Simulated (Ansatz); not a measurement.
# C₄H₁₄GeN₂O: small, medium and large basis sets

An exercise on one series of results from a longer session: the logs are not shown, and one member is left open.

The runs use Ansatz 0.2.0, Gaussian basis; one geometry, several basis sets.

The runs, in order: PBE0-D4/def2-SVP; ωB97M-V/def2-SVP; PBE0-D4/def2-QZVPP; ωB97M-V/def2-QZVPP; the functionals' def2-TZVPP values are taken from earlier runs.

## Structure used throughout

All runs share one geometry, relaxed beforehand with PBE0-D4 in a triple-zeta def2 set.

SMILES `C[N](C)[GeH]([OH])[N](C)C`, 22 atoms, charge 0, spin multiplicity 1.

Atoms are counted from 1 here; the program's logs count them from 0.

Bond lengths: C1–N2 1.441 Å, C1–H9 1.102 Å, C1–H10 1.092 Å, C1–H11 1.098 Å, N2–C3 1.440 Å, N2–Ge4 1.820 Å, C3–H12 1.101 Å, C3–H13 1.098 Å, C3–H14 1.093 Å, Ge4–O5 1.785 Å, Ge4–N6 1.827 Å, Ge4–H15 1.538 Å, O5–H16 0.960 Å, N6–C7 1.443 Å, N6–C8 1.443 Å, C7–H17 1.092 Å, C7–H18 1.098 Å, C7–H19 1.102 Å and more. Angles: N2–C1–H9 112.7°, N2–C1–H10 110.3°, N2–C1–H11 110.6°, H9–C1–H10 108.2°, H9–C1–H11 107.2°, H10–C1–H11 107.8°, C1–N2–C3 113.8°, C1–N2–Ge4 120.1°, C3–N2–Ge4 120.1°, N2–C3–H12 112.8°, N2–C3–H13 110.5°, N2–C3–H14 110.6°, H12–C3–H13 107.4°, H12–C3–H14 107.8°, H13–C3–H14 107.5°, N2–Ge4–O5 116.1°, N2–Ge4–N6 105.2°, N2–Ge4–H15 107.7° and more.

Set-up of the first run:

Contents of in.yaml:

```yaml
crystal:
  periodic: [false, false, false]
  atoms:
    - {symbol: C, position_ang: [1.797554, 1.087106, 0.009193]}
    - {symbol: N, position_ang: [1.077124, 0.280297, -0.943053]}
    - {symbol: C, position_ang: [1.685213, 0.240439, -2.248076]}
    - {symbol: Ge, position_ang: [-0.718196, 0.042505, -0.765917]}
    - {symbol: O, position_ang: [-1.727605, 1.498802, -0.983323]}
    - {symbol: N, position_ang: [-0.964002, -0.466299, 0.971166]}
    - {symbol: C, position_ang: [-0.143167, -1.517863, 1.520637]}
    - {symbol: C, position_ang: [-2.288339, -0.422634, 1.542720]}
    - {symbol: H, position_ang: [1.909392, 2.132694, -0.319083]}
    - {symbol: H, position_ang: [1.283376, 1.085925, 0.972864]}
    - {symbol: H, position_ang: [2.807733, 0.687238, 0.168044]}
    - {symbol: H, position_ang: [1.782299, 1.237578, -2.704828]}
    - {symbol: H, position_ang: [2.692124, -0.193360, -2.190028]}
    - {symbol: H, position_ang: [1.097518, -0.381740, -2.927364]}
    - {symbol: H, position_ang: [-1.179930, -0.892444, -1.896173]}
    - {symbol: H, position_ang: [-1.526603, 2.174560, -0.331072]}
    - {symbol: H, position_ang: [0.835240, -1.529608, 1.036849]}
    - {symbol: H, position_ang: [0.012983, -1.358405, 2.595459]}
    - {symbol: H, position_ang: [-0.594796, -2.515980, 1.401715]}
    - {symbol: H, position_ang: [-2.829654, -1.376172, 1.433427]}
    - {symbol: H, position_ang: [-2.884037, 0.359182, 1.068880]}
    - {symbol: H, position_ang: [-2.233527, -0.201824, 2.616663]}
basis:
  gaussian: {orbitals: def2-SVP}
hamiltonian: {xc: pbe0, dispersion: d4}
output: {orbitals: {seedname: orbitals}}
```

Steps of the session up to this table: PBE0-D4 in def2-SVP; ωB97M-V in def2-SVP; PBE0-D4 in def2-QZVPP; ωB97M-V in def2-QZVPP.

One table of the session follows, with a row left open; its other results are not shown here.

It belongs to the step «Density functionals: the series». 

```
functional       basis  HOMO (eV)  LUMO (eV)
   PBE0-D4    def2-SVP      -6.07       1.29
   PBE0-D4  def2-TZVPP          ?          ?
   PBE0-D4  def2-QZVPP      -6.21       0.35
   ωB97M-V    def2-SVP      -8.37       2.98
   ωB97M-V  def2-TZVPP      -8.49       2.20
   ωB97M-V  def2-QZVPP      -8.51       1.53
```

Q: Estimate the row for PBE0-D4, def2-TZVPP from the others.

The run gave: HOMO (eV): -6.18; LUMO (eV): 0.73. In the column «HOMO (eV)» it lies between PBE0-D4, def2-QZVPP (-6.21) and PBE0-D4, def2-SVP (-6.07).
